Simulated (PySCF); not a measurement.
# Cl3Zn: the cost of one run

Method: relaxation, b3lyp, def2-tzvpd, and further levels as typed in the inputs, in PySCF 2.14.0.

**1. The starting structure**

Bond lengths: Zn1–Cl2 2.221 Å, Zn1–Cl3 2.221 Å, Zn1–Cl4 2.221 Å. Angles: Cl2–Zn1–Cl3 119.9°, Cl2–Zn1–Cl4 119.9°, Cl3–Zn1–Cl4 120.0°.

Coordinates:

```xyz
4

Zn    0.0000    0.0000    0.0500
Cl    2.2200    0.0000    0.0000
Cl   -1.1100    1.9226    0.0000
Cl   -1.1100   -1.9226    0.0000
```

**2. Relaxation: Cl3Zn, charge -1**

run.py reads:

```python
from pyscf import gto, dft
from pyscf.geomopt.geometric_solver import optimize
mol = gto.M(atom="mol.xyz", basis="def2-tzvpd", charge=-1, verbose=4)
mf = dft.RKS(mol, xc="b3lyp").density_fit().run(conv_tol=1e-9)
m = optimize(mf, maxsteps=60)
print("optimised structure (A):")
for k in range(m.natm): print(m.atom_symbol(k), *(f"{x:.8f}" for x in m.atom_coords(unit="A")[k]))
```

Launch:

```console
$ python run.py
```

**Question.** How long does this run take on 4 threads of Intel Xeon at 2.70GHz, shared host?

About 74 s.
